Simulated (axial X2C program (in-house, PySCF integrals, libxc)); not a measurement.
# CrSi⁺: bond curves in the non-relativistic limit (speed of light times 100)

Aim: find the lowest determinant of CrSi⁺, scan the bond at several levels and fit the constants.

The runs use an in-house X2C program for linear molecules on PySCF integrals; all-electron X2C, Cr dyall-v3z, Si dyall-v3z.

All values are calculated.

## Step 1: The job

File task.json:

```json
{"zs": [24, 14], "q": 1, "bas": ["dyall-v3z", "dyall-v3z"], "levels": ["PBE0", "HF", "BP86", "B97-3"], "cc": false, "r0": 2.38, "npts": 10, "nst": 2, "ntry": 6, "opt": {"cfac": 100}}
```

Keys: zs atomic numbers; q charge; bas basis sets; levels methods (HF also brings MP2); cc coupled cluster on or off; r0 starting distance in Å; npts points asked for on the curve; nst determinants followed; ntry starts of the search; cfac factor on the speed of light (100 gives the non-relativistic limit).

Started as:

```console
$ python so2c.py task.json out
```

The Hamiltonian is the X2C one with the speed of light multiplied by 100, which is the non-relativistic limit. Basis: Cr dyall-v3z contracted to [9s9p6d3f2g], Si dyall-v3z contracted to [8s7p2d1f]; Gaussian nuclei, density fitting. Masses: Cr 51.941 u, Si 27.977 u.

Notation: σ, π±, δ± give the projection m of an orbital's angular momentum (0, ±1, ±2), α and β its spin, Λ and M_S the sums; ω is the projection of a spinor's total angular momentum and Ω the sum. Logs are in hartree.

The results follow Hamiltonian by Hamiltonian and level by level.

## Step 2: Search for the lowest determinant

PBE0 moves the distance from 2.380 Å to 2.507 Å and compares determinants there.

Spin-free determinants:

```
ΔE (eV)             state                                            open shells
   0.00  M_S = 5/2, Λ = 0           beyond closed shells: σα, π+α, π-α, δ+α, δ-α
   0.07  M_S = 7/2, Λ = 1   beyond closed shells: 2 × σα, 2 × π+α, π-α, δ+α, δ-α
   0.15  M_S = 5/2, Λ = 1  beyond closed shells: 2 × σα, π+α, π+β, π-α, δ+α, δ-α
   0.23  M_S = 3/2, Λ = 1          beyond closed shells: π+α, π+β, π-α, δ+α, δ-α
   0.67  M_S = 5/2, Λ = 1           beyond closed shells: 2 × π+α, π-α, δ+α, δ-α
   1.46  M_S = 3/2, Λ = 2           beyond closed shells: σα, π+α, π+β, δ+α, δ-α
   1.46  M_S = 3/2, Λ = 0           beyond closed shells: σα, π+β, π-α, δ+α, δ-α
```

## Step 3: PBE0, non-rel.

State followed: M_S = 5/2, Λ = 0 (beyond closed shells: σα, π+α, π-α, δ+α, δ-α). The scan is laid around 2.507 Å, a first estimate of the minimum, and this SCF restarts from the orbitals of the search.

Output at 2.507 Å:

```text
spin-free X2C-1e  PBE0
basis functions 151  fitting functions 921  grid points 5083
iter        total energy     max residual
   1      -1333.307193369     4.22e-05
   2      -1333.307193390     3.09e-05
   3      -1333.307193397     1.31e-05
converged
one-electron -1972.21077870  Coulomb 637.00411743  exact exchange -16.91592114  xc functional -52.10744420  nuclear repulsion 70.92283321
```

Along the bond, energies from the lowest point:

```tsv
R (Å)	E (eV)	μ (D)	HOMO (eV)	LUMO (eV)	iterations
2.181	0.4641	-1.38	-11.25	-8.90	32
2.281	0.1909	-1.22	-11.22	-8.77	28
2.357	0.0745	-1.08	-11.19	-8.69	25
2.432	0.0153	-0.92	-11.15	-8.63	24
2.507	0.0000	-0.76	-11.11	-8.58	3
2.595	0.0236	-0.57	-11.03	-8.55	22
2.683	0.0791	-0.37	-10.95	-8.54	17
2.795	0.1812	-0.13	-10.84	-8.52	18
2.933	0.3320	0.16	-10.69	-8.49	17
3.134	0.5669	0.51	-10.49	-8.44	17
```

Dipoles are positive if Si is the positive end and refer to the centre of mass.

Outer orbitals at the reference distance:

```
symmetry  occupied  ε (eV)              atomic character
      σα       yes  -18.11   70% Si s, 11% Cr p, 9% Cr d
      σβ       yes  -17.83   73% Si s, 11% Cr p, 7% Cr d
      σα       yes  -12.59   81% Cr d, 13% Si p, 5% Si s
     δ+α       yes  -12.41                     100% Cr d
     δ-α       yes  -12.41                     100% Cr d
     π+α       yes  -12.28            87% Cr d, 10% Si p
     π-α       yes  -12.28            87% Cr d, 10% Si p
      σβ       yes  -11.11   76% Si p, 11% Cr s, 5% Cr d
      σα       yes  -11.11  49% Si p, 36% Cr s, 10% Cr d
     π+β        no   -8.58   81% Si p, 10% Cr d, 6% Cr p
     π-β        no   -8.58   81% Si p, 10% Cr d, 6% Cr p
     π-α        no   -8.56  72% Si p, 16% Cr d, 10% Cr p
     π+α        no   -8.56  72% Si p, 16% Cr d, 10% Cr p
```

PBE0 fields in the half plane through the axis: z from -2.4 to 4.8 Å across, distance from the axis 0.15 to 2.25 Å upwards; Cr lies at z = 0 and Si at z = 2.507 Å; the ELF is damped to zero where the density is low.

log10 density (e/bohr³). Ten even steps from '0' (-4.94 ) to '9' (1.40 ):
```
0001122222222222222221110
0011223333333333333322211
0112233344444333333333221
1122334444444444444443322
1123344555555555555544332
1223445666555555555554432
1233456787655566776554433
1233457898765667986655433
```

ELF. Ten even steps from '0' (0.00 ) to '9' (1.00 ):
```
0000000011111000000000000
0000001112233100001232000
0000001122345421124677510
0000001122346643357999851
0000001222247875469999984
0000012454227983117999997
0000025787426960431999998
0000137575725925781699998
```

Re = 2.500 Å, ωe = 299.5 cm⁻¹, ωexe = 1.51 cm⁻¹, Be = 0.1483 cm⁻¹, De = 1.46 eV, μ = -0.78 D.

## Step 4: HF, non-rel.

Output at 2.507 Å:

```text
spin-free X2C-1e  HF
basis functions 151  fitting functions 921  grid points 5083
iter        total energy     max residual
   1      -1331.947512625     1.71e-01
   2      -1331.975986068     1.67e-02
   3      -1331.981626540     3.45e-02
   4      -1331.983561624     1.27e-02
   5      -1331.984145396     2.45e-03
   6      -1331.984316652     3.05e-03
   7      -1331.984356507     1.13e-03
   8      -1331.984369245     4.68e-04
   9      -1331.984372361     3.58e-04
  10      -1331.984373225     1.33e-04
  11      -1331.984373371     3.25e-05
  12      -1331.984373411     3.13e-05
  13      -1331.984373426     1.90e-05
  14      -1331.984373430     4.99e-06
  15      -1331.984373431     2.40e-06
converged
one-electron -1973.49190689  Coulomb 638.46587052  exact exchange -67.88117027  xc functional 0.00000000  nuclear repulsion 70.92283321
```

No constants are quoted: too few points lie around the minimum for a second fit to confirm the first.

## Step 5: BP86, non-rel.

The SCF at the reference distance of 2.507 Å:

```text
spin-free X2C-1e  BP86
basis functions 151  fitting functions 921  grid points 5083
iter        total energy     max residual
   1      -1333.813556525     6.77e-02
   2      -1333.813725206     3.37e-02
   3      -1333.818914850     2.37e-02
   4      -1333.820177870     5.42e-03
   5      -1333.820612188     4.29e-03
   6      -1333.820675361     2.27e-03
   7      -1333.820687300     1.33e-04
   8      -1333.820687418     8.39e-05
   9      -1333.820687471     8.42e-06
  10      -1333.820687472     2.78e-06
converged
one-electron -1971.57886429  Coulomb 636.31095322  exact exchange 0.00000000  xc functional -69.47560961  nuclear repulsion 70.92283321
```

Re = 2.464 Å, ωe = 312 cm⁻¹, ωexe = 1.31 cm⁻¹, Be = 0.1527 cm⁻¹, De = 2.27 eV, μ = -0.46 D.

## Step 6: B97-3, non-rel.

The SCF at the reference distance of 2.507 Å:

```text
spin-free X2C-1e  B97-3
basis functions 151  fitting functions 921  grid points 5083
iter        total energy     max residual
   1      -1333.474658368     2.57e-02
   2      -1333.475674341     1.82e-02
   3      -1333.476469368     1.34e-02
   4      -1333.476862996     8.63e-03
   5      -1333.477699696     1.88e-03
   6      -1333.477750561     7.48e-04
   7      -1333.477758653     1.52e-04
   8      -1333.477758881     3.72e-05
   9      -1333.477758909     1.49e-05
  10      -1333.477758914     4.46e-06
converged
one-electron -1972.24243359  Coulomb 637.03642484  exact exchange -18.22046507  xc functional -50.97411831  nuclear repulsion 70.92283321
```

Re = 2.517 Å, ωe = 296.2 cm⁻¹, ωexe = 1.4 cm⁻¹, Be = 0.1463 cm⁻¹, De = 1.73 eV, μ = -0.55 D.

## Step 7: MP2, non-rel.

Correlated methods: 9 electrons correlated (frozen shells, counted by type: Cr 3 s, 2 p; Si 2 s, 1 p), 249 virtual spinors in MP2.

MP2: Re = 2.581 Å, ωe = 242.2 cm⁻¹, Be = 0.1392 cm⁻¹, De = 0.796 eV.

## Step 8: A higher determinant, non-rel.

State: M_S = 7/2, Λ = 1 (beyond closed shells: 2 × σα, 2 × π+α, π-α, δ+α, δ-α).

Output at the reference distance:

```text
spin-free X2C-1e  PBE0
basis functions 151  fitting functions 921  grid points 5083
iter        total energy     max residual
   1      -1333.304621739     2.31e-05
   2      -1333.304621745     2.49e-05
   3      -1333.304621749     1.42e-05
converged
one-electron -1972.22519421  Coulomb 637.08412634  exact exchange -16.94189459  xc functional -52.14449251  nuclear repulsion 70.92283321
```

```tsv
R (Å)	E above the lowest PBE0 point (eV)
2.181	0.618
2.281	0.329
2.357	0.195
2.432	0.113
2.507	0.070
2.595	0.055
2.683	0.067
2.795	0.108
2.933	0.181
```

Re = 2.593 Å, ωe = 228.2 cm⁻¹, ωexe = 1.97 cm⁻¹, Be = 0.1379 cm⁻¹, μ = -0.93 D. Te = 0.06 eV.

## Step 9: The non-rel. curves together

Energy (eV) of the followed determinant, non-rel., from each level's lowest point:

```tsv
R (Å)	PBE0	HF	MP2	BP86	B97-3
2.181	0.464	1.199	0.559	0.367	0.510
2.281	0.191	0.752	0.267	0.132	0.219
2.357	0.074	0.511	0.134	0.039	0.092
2.432	0.015	0.331	0.053	0.000	0.023
2.507	0.000	0.201	0.011	0.002	0.000
2.595	0.024	0.098	0.000	0.044	0.016
2.683	0.079	0.035	0.018	0.116	0.065
2.795	0.181	0.000	0.070	0.240	0.163
2.933	0.332	0.007	0.162	0.416	0.311
3.134	0.567	0.078	0.328	0.690	0.547
```

The whole job took 2.2 min on 1 thread of Arm Neoverse N1, shared host; peak memory 0.3 GiB.

## Step 10: Constants

Lowest determinant that the search found at its distance, non-rel.: M_S = 5/2, Λ = 0 (beyond closed shells: σα, π+α, π-α, δ+α, δ-α).

```csv
Hamiltonian,level,Re (Å),ωe (cm⁻¹),De (eV),μ (D)
non-rel.,PBE0,2.500,299.5,1.46,-0.78
non-rel.,MP2,2.581,242.2,0.796,n/a
non-rel.,BP86,2.464,312,2.27,-0.46
non-rel.,B97-3,2.517,296.2,1.73,-0.55
```

Dipoles are positive if Si is the positive end and refer to the centre of mass. No constants: non-rel. HF (too few points lie around the minimum for a second fit to confirm the first).

Time per point (s) on 1 thread of Arm Neoverse N1, shared host (non-rel. runs); the times are rough: PBE0 1.3, MP2 0.73, BP86 0.93, B97-3 1.3.

In words: Bond lengths run from 2.464 Å (non-rel. BP86) to 2.581 Å (non-rel. MP2).

De refers to Cr+ + Si, each in the lowest determinant found, which need not be this curve's own limit. Each curve is one determinant whose occupation by symmetry is held fixed; it was picked as the lowest of a PBE0 search that is not exhaustive. Dissociation energies refer to the lowest single-determinant-based atoms at the same level and basis. With several unpaired electrons one determinant need not be a pure state. The spin-free determinant is spin-contaminated at some levels, which hurts MP2 most. These are model numbers, with the speed of light changed.
